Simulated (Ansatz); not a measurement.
# CoSi3Ni2: the cost of one run

Program: Ansatz 0.2.0. Level of theory: DFT r2SCAN, scalar-relativistic, plane waves, PAW. These are calculated values, not measurements.

1 further run of the same task is left out (it didn't finish).

## Step 1: Starting point

It takes space group Pmmn (No. 59, orthorhombic). The conventional cell has a = 3.184 Å, b = 9.211 Å, c = 4.729 Å, α = 90.00°, β = 90.00°, γ = 90.00°. Around Co (site symmetry mm2) lie 6 Si at 2.34 to 2.37 Å. Si (site symmetry m) is surrounded by 2 Co at 2.34 Å and 4 Ni at 2.34 to 2.39 Å and 4 Si at 2.65 to 2.73 Å. Si (site symmetry mm2) is surrounded by 2 Co at 2.36 to 2.37 Å and 4 Ni at 2.40 Å and 4 Si at 2.65 Å. Ni (site symmetry m) is surrounded by 6 Si at 2.34 to 2.40 Å and 2 Ni at 2.63 Å.

Structure file:

```cif
data_structure
_symmetry_space_group_name_H-M 'Pmmn:1'
_symmetry_Int_Tables_number 59
_cell_length_a 3.1844
_cell_length_b 9.2115
_cell_length_c 4.7287
_cell_angle_alpha 90.000
_cell_angle_beta 90.000
_cell_angle_gamma 90.000
_cell_volume 138.71
loop_
_atom_site_label
_atom_site_type_symbol
_atom_site_symmetry_multiplicity
_atom_site_Wyckoff_symbol
_atom_site_fract_x
_atom_site_fract_y
_atom_site_fract_z
_atom_site_occupancy
Co1 Co 2 a 0.50000 0.50000 0.33840 1
Si1 Si 4 e 0.50000 0.83967 0.84352 1
Si2 Si 2 a 0.50000 0.50000 0.83706 1
Ni1 Ni 4 e 0.50000 0.82776 0.33823 1
```

The cell was relaxed beforehand at this level, from a generated guess; it is a trial structure. At a tolerance of 0.05 Å it has space group Pmmn (No. 59); it has 11.56 Å³/atom, an uncorrected energy of -0.48 eV/atom over the elements and, on its mesh, gap none (metal).

## Step 2: The same geometry with r2SCAN

Input file input.yaml:

```yaml
crystal:
  lattice:
    - [3.1844281985, 0.0, 0.0]
    - [0.0, 9.2114621895, 0.0]
    - [0.0, 0.0, 4.7286843596]
  atoms:
    - { symbol: Co, position: [0.5, 0.5, 0.3384036375] }
    - { symbol: Co, position: [0.0, 0.0, 0.6615963625] }
    - { symbol: Si, position: [0.5, 0.8396747685, 0.843521669] }
    - { symbol: Si, position: [0.5, 0.1603252315, 0.843521669] }
    - { symbol: Si, position: [0.5, 0.5, 0.837060259] }
    - { symbol: Si, position: [0.0, 0.6603252315, 0.156478331] }
    - { symbol: Si, position: [0.0, 0.0, 0.162939741] }
    - { symbol: Si, position: [0.0, 0.3396747685, 0.156478331] }
    - { symbol: Ni, position: [0.5, 0.8277617007, 0.3382329002] }
    - { symbol: Ni, position: [0.5, 0.1722382993, 0.3382329002] }
    - { symbol: Ni, position: [0.0, 0.6722382993, 0.6617670998] }
    - { symbol: Ni, position: [0.0, 0.3277617007, 0.6617670998] }
basis:
  ecutwfc: 500
kpoints:
  mp_grid: { grid: [12, 4, 8] }
  band_path:
    path:
      - [[0.0, 0.0, 0.0], [0.5, 0.0, 0.0], [0.5, 0.5, 0.0], [0.0, 0.5, 0.0], [0.0, 0.0, 0.0], [0.0, 0.0, 0.5], [0.5, 0.0, 0.5], [0.5, 0.5, 0.5], [0.0, 0.5, 0.5], [0.0, 0.0, 0.5]]
      - [[0.5, 0.0, 0.0], [0.5, 0.0, 0.5]]
      - [[0.0, 0.5, 0.0], [0.0, 0.5, 0.5]]
      - [[0.5, 0.5, 0.0], [0.5, 0.5, 0.5]]
    npoints: 10
hamiltonian:
  xc: r2scan
scf:
  occupations: { method: gaussian, width: 0.1 }
  n_extra_bands: 30
output:
  forces: true
  stress: true
  eigenvalues: true
  populations: true
  dos: { projected: true, de: 0.02, nscf_kmesh: { grid: [15, 5, 10] } }
  bader: false
  write_density: true
  write_potential: true
  elf: true
  volumetric_format: npy
```

Run with:

```console
$ ansatz run input.yaml --threads 4 --pin off --max-ram 8192MiB --backend cpu --events-out ev --progress --plain --runs-dir out
```

**Question.** How long does this run take on 4 threads of Intel Xeon at 2.70GHz, shared host, and how much memory does it need?

About 1.9 min, with a peak of 2.2 GiB.
